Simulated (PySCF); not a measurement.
**[Tl(NC)]2+: other functionals and bases at one geometry**

Aim: see how levels, charges and forces of [Tl(NC)]2+ depend on the level of theory. The species was built from a template and needn't be a known compound.

Computed with PySCF 2.14.0. Level: several levels, as the steps say, no spin–orbit coupling.

2 further runs of the same task are left out: 1 for a known fault of the program, 1 that didn't finish.

## Step 1: The system as given

3 atoms, charge 2, spin multiplicity 1.

Bond lengths: Tl1–N2 2.358 Å, N2–C3 1.191 Å. Angles: Tl1–N2–C3 180.0°.

Coordinates:

```
atom   x (Å)   y (Å)    z (Å)
 Tl1  0.0000  0.0000  -0.4567
  N2  0.0000  0.0000   1.9011
  C3  0.0000  0.0000   3.0918
```

Formal oxidation states: Tl +3. An earlier session relaxed this geometry at PBE, Tl def2-SVP with ECP60, N def2-SVP, C def2-SVP (singlet, point group C∞v).

At PBE on the finer grid: E = -264.241228 Eh, HOMO -21.72 eV, LUMO -20.64 eV, Mulliken charge on Tl1 +1.48 e, largest force component 0.001 eV/Å. 

Levels to run: HF; CAM-B3LYP; wB97X; TPSSh; PBE, TZVP; PBE, x2c-SVP. Hardware: 2 threads of Arm Neoverse V2, shared host.

## Step 2: HF

Contents of run.py (the lines that set the calculation):

```python
mol = gto.M(atom='''
Tl     0.00000     0.00000    -0.45673
N      0.00000     0.00000     1.90112
C      0.00000     0.00000     3.09182''',
    basis={'Tl': 'def2-SVP', 'N': 'def2-SVP', 'C': 'def2-SVP'},
    ecp={'Tl': 'def2-SVP'},
    charge=2, spin=0)
mf = scf.RHF(mol)
mf = mf.density_fit()  # fitting sets: Tl def2-universal-JKFIT, N def2-universal-JKFIT, C def2-universal-JKFIT
mf.conv_tol = 1e-08; mf.max_cycle = 55
mf.kernel(dm0)  # dm0: the density of the relaxed state
```

Command:

```bash
$ OMP_NUM_THREADS=2 python run.py
```

## Step 3: CAM-B3LYP

run.py (the lines that set the calculation), as its differences from that of step 2:

```diff
@@ -7,3 +7,4 @@
     charge=2, spin=0)
-mf = scf.RHF(mol)
+mf = dft.RKS(mol, xc='CAMB3LYP')
+mf.grids.atom_grid = (75, 302)
 mf = mf.density_fit()  # fitting sets: Tl def2-universal-JKFIT, N def2-universal-JKFIT, C def2-universal-JKFIT
```

## Step 4: wB97X

run.py (the lines that set the calculation), as its differences from that of step 3:

```diff
@@ -7,3 +7,3 @@
     charge=2, spin=0)
-mf = dft.RKS(mol, xc='CAMB3LYP')
+mf = dft.RKS(mol, xc='WB97X')
 mf.grids.atom_grid = (75, 302)
```

## Step 5: TPSSh

run.py (the lines that set the calculation), as its differences from that of step 4:

```diff
@@ -7,3 +7,3 @@
     charge=2, spin=0)
-mf = dft.RKS(mol, xc='WB97X')
+mf = dft.RKS(mol, xc='TPSSH')
 mf.grids.atom_grid = (75, 302)
```

## Step 6: PBE, TZVP

Basis: Tl def2-TZVP with ECP60, N def2-TZVP, C def2-TZVP. 

Contents of run.py (the lines that set the calculation):

```python
mol = gto.M(atom='''
Tl     0.00000     0.00000    -0.45673
N      0.00000     0.00000     1.90112
C      0.00000     0.00000     3.09182''',
    basis={'Tl': 'def2-TZVP', 'N': 'def2-TZVP', 'C': 'def2-TZVP'},
    ecp={'Tl': 'def2-TZVP'},
    charge=2, spin=0)
mf = dft.RKS(mol, xc='PBE')
mf.grids.atom_grid = (75, 302)
mf = mf.density_fit()  # fitting sets: Tl def2-universal-JKFIT, N def2-universal-JKFIT, C def2-universal-JKFIT
mf.conv_tol = 1e-08; mf.max_cycle = 55
mf.kernel(dm0)  # dm0: free metal ions and neutral atoms
```

## Step 7: PBE, x2c-SVP

Basis: Tl x2c-SVPall, N x2c-SVPall, C x2c-SVPall. All electrons are treated, with the spin-free X2C Hamiltonian.

Contents of run.py (the lines that set the calculation):

```python
mol = gto.M(atom='''
Tl     0.00000     0.00000    -0.45673
N      0.00000     0.00000     1.90112
C      0.00000     0.00000     3.09182''',
    basis={'Tl': 'x2c-SVPall', 'N': 'x2c-SVPall', 'C': 'x2c-SVPall'},
    nucmod='G',
    charge=2, spin=0)
mf = dft.RKS(mol, xc='PBE')
mf.grids.atom_grid = (99, 590)
mf = mf.density_fit()  # fitting sets: Tl AutoAux, N AutoAux, C AutoAux
mf = mf.sfx2c1e()
mf.conv_tol = 1e-08; mf.max_cycle = 55
mf.kernel(dm0)  # dm0: free metal ions and neutral atoms
```

What does the calculation give? Wanted: for each run, HOMO; gap; charge on Tl1; dipole; largest force.

As calculated:

| level | state | HOMO (eV) | gap (eV) | charge on Tl1 (e) | dipole (D) | largest force (eV/Å) | basis functions | time |
| --- | --- | --- | --- | --- | --- | --- | --- | --- |
| PBE (relaxed here) | singlet | -21.72 | 1.07 | 1.48 | 6.13 | 0.00 | 54 | 1.6 s |
| HF | singlet | -23.34 | 6.27 | 1.63 | 3.81 | 2.02 | 54 | 0.4 s |
| CAM-B3LYP | singlet | -23.43 | 4.19 | 1.47 | 5.97 | 1.22 | 54 | 1.1 s |
| wB97X | singlet | -24.03 | 5.74 | 1.48 | 5.80 | 0.86 | 54 | 1.1 s |
| TPSSh | singlet | -22.07 | 1.78 | 1.51 | 5.75 | 0.59 | 54 | 1.1 s |
| PBE, TZVP | singlet | -21.65 | 1.02 | 1.48 | 6.13 | 0.78 | 112 | 4.5 s |
| PBE, x2c-SVP | singlet | -21.73 | 1.06 | 1.49 | 6.17 | 0.31 | 90 | 12 s |

Times are on 2 threads of Arm Neoverse V2, shared host; the first row also made further properties. The dipole of a charged species depends on the origin, so these sizes hold for this origin alone.

In one basis the HOMO–LUMO gap runs from 1.07 eV (PBE) to 6.27 eV (HF). The largest leftover force, 2.02 eV/Å with HF, stands at a geometry relaxed at another level. The Mulliken charge on Tl spans +1.47 to +1.63 e over the levels. Total energies of different levels can't be compared. Spin–orbit coupling is left out throughout.
